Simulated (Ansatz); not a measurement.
# Mo: the cost of one run

Computed with Ansatz 0.2.0 (DFT r²SCAN, frozen-core PAW, scalar-relativistic unless said, unless a step's input says otherwise).

### Step 1. The starting structure

It takes space group Im-3m (No. 229, cubic). The conventional cell has a = 3.147 Å, b = 3.147 Å, c = 3.147 Å, α = 90.00°, β = 90.00°, γ = 90.00°. Around Mo (site symmetry m-3m) lie 8 Mo at 2.73 Å.

Structure file:

```cif
data_structure
_symmetry_space_group_name_H-M 'P 1'
_symmetry_Int_Tables_number 1
_cell_length_a 2.7252
_cell_length_b 2.7252
_cell_length_c 2.7252
_cell_angle_alpha 109.471
_cell_angle_beta 109.471
_cell_angle_gamma 109.471
_cell_volume 15.58
loop_
_atom_site_label
_atom_site_type_symbol
_atom_site_fract_x
_atom_site_fract_y
_atom_site_fract_z
_atom_site_occupancy
Mo1 Mo 0.00000 0.00000 0.00000 1
```

Cartesian axes are those of the input's lattice vectors. The structure goes back to a database entry.

### Step 2. Cell and atoms relaxed, PAW

File input.yaml:

```yaml
crystal:
  lattice:
    - [-1.573415, 1.573415, 1.573415]
    - [1.573415, -1.573415, 1.573415]
    - [1.573415, 1.573415, -1.573415]
  atoms:
    - { symbol: Mo, position: [0.0, 0.0, 0.0] }
kpoints:
  mp_grid: { grid: [24, 24, 24] }
scf:
  occupations: { method: fermi_dirac, width: 0.1 }
hamiltonian:
  xc: r2scan
  pseudopotentials: { kind: paw }
relax:
  f_tol: 0.002
  max_steps: 80
  cell: {}
output:
  forces: true
  stress: true
  write_density: true
  write_potential: true
  elf: true
  volumetric_format: npy
```

On the command line:

```
$ ansatz run input.yaml --threads 1 --pin off --max-ram 3072MiB --backend cpu --events-out ev --progress --plain --runs-dir out
```

**Question.** How long does this run take on 1 thread of Intel Xeon 6975P-C (Granite Rapids), shared host, and how much memory does it need?

About 19 s, with a peak of 0.48 GiB.
